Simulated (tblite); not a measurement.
# C7H13GaS: the cost of one run

The runs use tblite 0.8.0 and PySCF 2.14.0, with density-fitted response routines of our own; the level of theory stands in each step. All values are computed, except where a source is named. Atoms are numbered from 0 throughout.

## (1) The starting structure

22 atoms, charge 0, multiplicity 1; geometry from: force field or distance geometry start.

Bonds of the start (Å): C0–S1 1.84, S1–Ga2 2.31, Ga2–C3 1.90, C3–C4 1.50, C4–C5 1.48, C5–C6 1.34, C6–C7 1.48, C7–C8 1.50, C8–C4 1.52, C0–H9 1.13, C0–H10 1.11, C0–H11 1.08, Ga2–H12 1.57, C3–H13 1.13, C3–H14 1.11, C4–H15 1.12, C5–H16 1.10, C6–H17 1.08, C7–H18 1.12, C7–H19 1.10, C8–H20 1.10, C8–H21 1.10.

## (2) Optimising the geometry with GFN2-xTB

What the job is given:

```
{"job": {"kind": "relax", "xc": "GFN2-xTB", "basis": "xTB"}, "charge": 0, "multiplicity": 1}
C      4.397900     0.937800    -0.091000
S      2.687100     0.824700    -0.764200
Ga     1.927500    -0.753300     0.748900
C      0.137600    -1.088000     0.205100
C     -0.847900    -0.175400    -0.462400
C     -1.158800     1.052800     0.309000
C     -2.481400     1.241200     0.344900
C     -3.175800     0.166200    -0.393600
C     -2.165100    -0.933100    -0.518000
H      4.307300     0.929700     1.039300
H      4.851700     1.905300    -0.399400
H      4.939000     0.076100    -0.465100
H      2.645400    -1.914700     1.519900
H     -0.344700    -1.431300     1.168900
H      0.278200    -1.975200    -0.442900
H     -0.513600     0.075400    -1.496700
H     -0.474900     1.748800     0.809100
H     -3.005500     2.042700     0.844500
H     -4.065600    -0.196200     0.183600
H     -3.470800     0.593200    -1.367900
H     -2.263700    -1.635700     0.322300
H     -2.214200    -1.471700    -1.480800
```

Started as:

```bash
$ OMP_NUM_THREADS=1 python probes_run.py task.json out
```

This one command runs all jobs of the session in turn.

Q: Estimate the wall time and peak memory of this first job on 1 thread of Arm Neoverse V1, shared host.

About 1.2 s, with a peak of 0.18 GiB.
